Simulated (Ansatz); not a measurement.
Run this with the Ansatz DFT code, driven from Python and show what comes out.

Input file `geh6si.xyz`:
```text
8

Si   -0.47500    0.33920   -0.96240
Ge    0.49580   -0.39280    0.95010
H    -1.90840    0.86440   -0.66460
H    -0.53620   -0.69740   -1.95840
H     0.26910    1.48140   -1.55530
H     0.59080    0.77740    1.98310
H     1.95160   -0.89230    0.61370
H    -0.29550   -1.53700    1.53800
```

`scan_geh6si.py`
```python
"""Potential curve of GeH6Si along one bond."""

import ansatz as az
import numpy as np

geh6si = az.Crystal.molecule_from_extxyz("geh6si.xyz")

symbols = [site.symbol for site in geh6si.cartesian_sites]
start = np.array([site.position_ang for site in geh6si.cartesian_sites])
axis = (start[1] - start[0]) / np.linalg.norm(start[1] - start[0])
moving = [1, 5, 6, 7]
lengths, energies = [1.994, 2.085, 2.176, 2.266, 2.357, 2.448, 2.538, 2.674], []
for length in lengths:
    xyz = start.copy()
    xyz[moving] += (length - np.linalg.norm(start[1] - start[0])) * axis
    point = az.Crystal.molecule()
    for symbol, place in zip(symbols, xyz):
        point = point.atom(symbol, place.tolist())
    setup = point.calculation().basis(gaussian="def2-SVP").correlation("CCSD(T)")
    summary = setup.run().report
    energies.append(summary["free_energy_ev"])
    print(f"r = {length:6.3f} A  E = {energies[-1]:.5f} eV  <S^2> = {abs(summary['mean_field']['state']['spin_squared']):.3f}")

# quartic fit about the minimum
fit = np.polynomial.Polynomial.fit(lengths, np.array(energies) - min(energies), 4).convert()
roots = [r.real for r in fit.deriv().roots() if abs(r.imag) < 1e-9 and fit.deriv(2)(r.real) > 0]
r_e = min(roots, key=lambda r: abs(r - lengths[int(np.argmin(energies))]))
print(f"minimum of the fit at {r_e:.4f} A, force constant {fit.deriv(2)(r_e):.2f} eV/A^2")
```

```console
$ python scan_geh6si.py
r =  1.994 A  E = -64430.06735 eV  <S^2> = 0.000
r =  2.085 A  E = -64430.74040 eV  <S^2> = 0.000
r =  2.176 A  E = -64431.15944 eV  <S^2> = 0.000
r =  2.266 A  E = -64431.38893 eV  <S^2> = 0.000
r =  2.357 A  E = -64431.48344 eV  <S^2> = 0.000
r =  2.448 A  E = -64431.47721 eV  <S^2> = 0.000
r =  2.538 A  E = -64431.39990 eV  <S^2> = 0.000
r =  2.674 A  E = -64431.19395 eV  <S^2> = 0.000
minimum of the fit at 2.3942 A, force constant 10.33 eV/A^2
```

What to keep in mind:
- Total energies depend on the basis set; only differences at equal settings carry meaning.
- The rest of the molecule is held rigid at a force-field or estimated start geometry, and the basis set is modest; single-reference methods fail as a bond breaks.
- The orbitals are restricted, so S² is zero by construction.
- S² is that of the Hartree-Fock reference.
- Hardware and time: 28 s on 1 thread of Arm Neoverse V1, with other jobs on the host, peak memory 0.28 GiB.
